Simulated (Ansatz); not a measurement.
GaGe3 under changes of volume

One of the cells (19.580 Å³/atom); the others are scaled copies at fixed shape and fractional positions:

```
Ge Ga
1.0
     4.27847    0.00000    0.00000
     0.00000    4.27847    0.00000
     0.00000    0.00000    4.27847
Ge Ga
3 1
Direct
  0.50000 0.50000 0.00000
  0.50000 0.00000 0.50000
  0.00000 0.50000 0.50000
  0.00000 0.00000 0.00000
```

The cell comes from a database or a generator and needn't be the stable form of this composition.

| Quantity | Value |
| --- | --- |
| Program | Ansatz 0.2.0 |
| Functional | r2SCAN |
| Potentials or basis | Ansatz PAW |
| Cutoff | 500 eV (not typed: the program's choice for these potentials) |
| k mesh | 6 × 6 × 6 |
| Occupations | fermi-dirac, width 0.05 eV |
| Spin | no spin polarisation |

| volume (Å³/atom) | energy over the lowest point (meV/atom) | pressure (GPa) |
| --- | --- | --- |
| 18.405 | 1.73 | 1.4 |
| 18.796 | 0.00 | 0.0 |
| 19.188 | ? | ? |
| 19.580 | 5.67 | -2.3 |
| 19.971 | 12.39 | -3.2 |
| 20.363 | 21.28 | -4.1 |
| 20.754 | 32.12 | -4.9 |

Question: What does the run at 19.188 Å³/atom give?

Answer: Energy over the lowest point 1.43 meV/atom; pressure -1.2 GPa.

Worked out: A Birch-Murnaghan fit of order 3 (a polynomial in V^(-2/3)) to the other rows has its minimum at 18.81 Å³/atom with B0 = V·E''(V) = 62 GPa and B' = 4.9. It gives 1.43 meV/atom at 19.188 Å³/atom, against the run's 1.43, and -dE/dV = -1.2 GPa, against -1.2.

Energies are extrapolated to zero smearing.

Caveats: the PAW data sets come from PBE, with cores solved anew for the run's functional, which leaves a small shift of forces and pressure.
